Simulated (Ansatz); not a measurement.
**FH3OSi2: one species, many methods**

Aim: compute FH3OSi2 with functionals from several rungs and with coupled cluster, and see how far each lands from CCSD(T) at the basis-set limit for the atomisation energy.

Method: functionals in def2-TZVPP, the program's frozen cores in correlated methods; program: Ansatz 0.2.0, Gaussian basis.

Levels to be run: LDA (SPW92), PBE-D4, revPBE-D4, BLYP-D4, r2SCAN-D4, B97M-V, PBE0-D4, B3LYP-D4, r2SCANh-D4, r2SCAN0-D4, HSE06-D4, BHLYP-D4, CAM-B3LYP-D4, LC-ωPBE, ωB97X-V, ωB97M-V, B2PLYP, PBE-QIDH; CCSD(T)/def2-SVP; CCSD(T)/def2-TZVPP; MP2/def2-QZVPP; extrapolation to the limit; RPA on PBE.

### 1 The relaxed structure

An earlier PBE0-D4 in a triple-zeta def2 set relaxation fixed the geometry.

SMILES `F[Si]O[SiH3]`, 7 atoms, charge 0, spin multiplicity 1.

Atoms are counted from 1 here; the program's logs count them from 0.

Bond lengths: F1–Si2 1.617 Å, Si2–O3 1.630 Å, O3–Si4 1.657 Å, Si4–H5 1.482 Å, Si4–H6 1.483 Å, Si4–H7 1.483 Å. Angles: F1–Si2–O3 101.9°, Si2–O3–Si4 146.4°, O3–Si4–H5 107.7°, O3–Si4–H6 109.7°, O3–Si4–H7 109.7°, H5–Si4–H6 109.9°, H5–Si4–H7 109.9°, H6–Si4–H7 109.9°.

Geometry (Å):

```
atom     x (Å)     y (Å)     z (Å)
  F1   0.63929  -1.82950   1.60868
 Si2  -0.42871  -2.16551   0.44150
  O3  -0.53827  -0.73646  -0.33459
 Si4  -0.02556   0.83714  -0.40673
  H5  -0.70507   1.48066  -1.55551
  H6  -0.38573   1.53782   0.84999
  H7   1.44405   0.87585  -0.60333
```

### 2 LDA

This LDA is Slater exchange with PW92 correlation.

The input, in.yaml:

```yaml
crystal:
  periodic: [false, false, false]
  atoms:
    - {symbol: F, position_ang: [0.639288, -1.829497, 1.608675]}
    - {symbol: Si, position_ang: [-0.428710, -2.165511, 0.441497]}
    - {symbol: O, position_ang: [-0.538267, -0.736460, -0.334595]}
    - {symbol: Si, position_ang: [-0.025556, 0.837137, -0.406731]}
    - {symbol: H, position_ang: [-0.705066, 1.480661, -1.555506]}
    - {symbol: H, position_ang: [-0.385726, 1.537825, 0.849986]}
    - {symbol: H, position_ang: [1.444049, 0.875846, -0.603327]}
basis:
  gaussian: {orbitals: def2-TZVPP}
hamiltonian: {xc: lda}
output: {orbitals: {seedname: orbitals}}
```

After this run come: PBE-D4 (GGA); revPBE-D4 (GGA); BLYP-D4 (GGA); r2SCAN-D4 (meta-GGA); B97M-V (meta-GGA); PBE0-D4 (hybrid); B3LYP-D4 (hybrid); r2SCANh-D4 (hybrid); r2SCAN0-D4 (hybrid); HSE06-D4 (hybrid); BHLYP-D4 (hybrid); CAM-B3LYP-D4 (range-separated); LC-ωPBE-D4 (range-separated); ωB97X-V (range-separated); ωB97M-V (range-separated); B2PLYP (double hybrid); PBE-QIDH (double hybrid); CCSD(T) in def2-SVP; CCSD(T) in def2-TZVPP; MP2 in def2-QZVPP; RPA on PBE orbitals.

Q: Predict the results of all the runs planned. Wanted: atomisation energy, CCSD(T)/CBS; farthest beyond LDA; mean size of error, GGA; mean size of error, meta-GGA; mean size of error, hybrid; mean size of error, range-separated; mean size of error, double hybrid; gap, smallest and largest; T1 diagnostic.

The runs gave:

| quantity | value |
| --- | --- |
| atomisation energy, CCSD(T)/CBS | 26.715 eV |
| functionals within 0.134 eV (0.5 %) | B97M-V, CAM-B3LYP-D4, ωB97X-V, ωB97M-V |
| farthest beyond LDA | BHLYP-D4 (-1.000 eV) |
| mean size of error, GGA | 0.412 eV |
| mean size of error, meta-GGA | 0.181 eV |
| mean size of error, hybrid | 0.673 eV |
| mean size of error, range-separated | 0.147 eV |
| mean size of error, double hybrid | 0.556 eV |
| gap, smallest and largest | 3.99 eV (LDA (SPW92)), 10.89 eV (LC-ωPBE) |
| T1 diagnostic | 0.0142 |
| triples share of the correlation energy | 3.3 % |

**Reading.** The LDA atomisation energy is off by 3.227 eV (12 %): it overbinds. PBE-D4 is off by -0.189 eV. Double hybrids carry the basis error of their MP2 part in triple zeta, and no dispersion term here, so their miss is partly the set-up's. By mean error the best rung here is range-separated (0.147 eV) and the worst beyond LDA is hybrid (0.673 eV). The gap between the best rungs is small, so their order is not settled. The mean of the hybrids holds BHLYP, with half exact exchange. Misses under about 0.134 eV are within the doubt on the reference itself, which lacks core-valence correlation, relativity and higher excitations. Hartree-Fock recovers 73 % of the binding; the rest is correlation. CCSD(T) in def2-SVP is off by -2.418 eV, worse than the median functional, from the basis alone. Orbital gaps span 4.0 to 10.9 eV; exact exchange widens them.
